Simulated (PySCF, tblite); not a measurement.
**C5H11BrSi: geometry, infrared bands and NMR shifts**

What infrared bands and NMR shifts should C5H11BrSi (`C[Si@H]1C[C@@H](CBr)C1`) show?

Programs: tblite 0.8.0 and PySCF 2.14.0, with density-fitted response routines of our own. Each step states its level of theory. These are calculated values for one molecule in the gas phase, unless marked as measured. Atoms count from 0, in the outputs and in this text.

**1. Starting geometry**

18 atoms, charge 0, multiplicity 1; geometry from: force field or distance geometry start.

Bonds of the start (Å): C0–Si1 1.86, Si1–C2 1.84, C2–C3 1.55, C3–C4 1.53, C4–Br5 1.95, C3–C6 1.49, C6–Si1 1.84, C0–H7 1.11, C0–H8 1.11, C0–H9 1.11, Si1–H10 1.45, C2–H11 1.10, C2–H12 1.13, C3–H13 1.11, C4–H14 1.09, C4–H15 1.10, C6–H16 1.10, C6–H17 1.11.

**2. Optimising the geometry with GFN2-xTB**

What the job is given:

```
{"job": {"kind": "relax", "xc": "GFN2-xTB", "basis": "xTB"}, "charge": 0, "multiplicity": 1}
C      2.541800     0.184300     0.354100
Si     1.231100    -0.697200    -0.633600
C     -0.342200    -1.111000     0.225800
C     -1.166700    -0.259900    -0.773700
C     -2.144700     0.610300     0.010700
Br    -3.219000     1.708700    -1.196800
C      0.004500     0.520400    -1.262800
H      2.763400    -0.277100     1.343000
H      2.240500     1.245100     0.488700
H      3.453800     0.204400    -0.276600
H      1.694300    -1.720500    -1.547000
H     -0.485400    -0.781500     1.265600
H     -0.664800    -2.183100     0.094100
H     -1.654800    -0.905500    -1.531000
H     -1.556700     1.299200     0.624200
H     -2.841700     0.031400     0.637300
H      0.059900     0.643900    -2.356300
H      0.078200     1.494400    -0.742400
```

On the command line:

```sh
OMP_NUM_THREADS=1 python probes_run.py task.json out
```

This one command runs all jobs of the session in turn.

**Question.** This job is followed by: GFN2-xTB harmonic vibrations, gas phase; GIAO PBE0/pcSseg-1 NMR shielding, non-relativistic, gas phase. Predict these results of the whole session: strongest single infrared mode (GFN2-xTB); zero-point energy (GFN2-xTB); 13C shifts against TMS (PBE0/pcSseg-1, means over atoms taken as alike); 1H shifts against TMS (PBE0/pcSseg-1, means over atoms taken as alike); 29Si shifts against TMS (PBE0/pcSseg-1); 79Br shifts against HBr (PBE0/pcSseg-1).

As calculated:

```
                                                               quantity                                   value
                              strongest single infrared mode (GFN2-xTB)                   2235 cm⁻¹, 358 km/mol
                                           zero-point energy (GFN2-xTB)                           90.9 kcal/mol
13C shifts against TMS (PBE0/pcSseg-1, means over atoms taken as alike)              54.8, 36.4, 21.0, -1.0 ppm
 1H shifts against TMS (PBE0/pcSseg-1, means over atoms taken as alike)  4.85, 3.42, 2.55, 1.74, 0.89, 0.33 ppm
                                29Si shifts against TMS (PBE0/pcSseg-1)                               -22.8 ppm
                                79Br shifts against HBr (PBE0/pcSseg-1)                                 276 ppm
```

The optimisation took 83 steps and gained 0.576 eV; among the close pairs (by a distance rule), Si1–C2 changed most, from 1.840 to 1.917 Å. All 48 modes are real, so the xTB geometry is a minimum. The strongest single mode, at 2235 cm⁻¹, moves mainly H10. Unscaled tight-binding wavenumbers are off by several per cent, some by more. Its intensities can rank the bands wrongly. C4 stands next to heavy halogen, whose spin-orbit shielding this run leaves out, so the computed shift lies too far downfield, most of all for carbon beside Br or I. At PBE0/pcSseg-1: The largest span, 1183 ppm, is at Br5, where the paramagnetic term is -775 ppm. Spin-orbit coupling is left out, which matters for shieldings and couplings at and beside the heavy atoms.
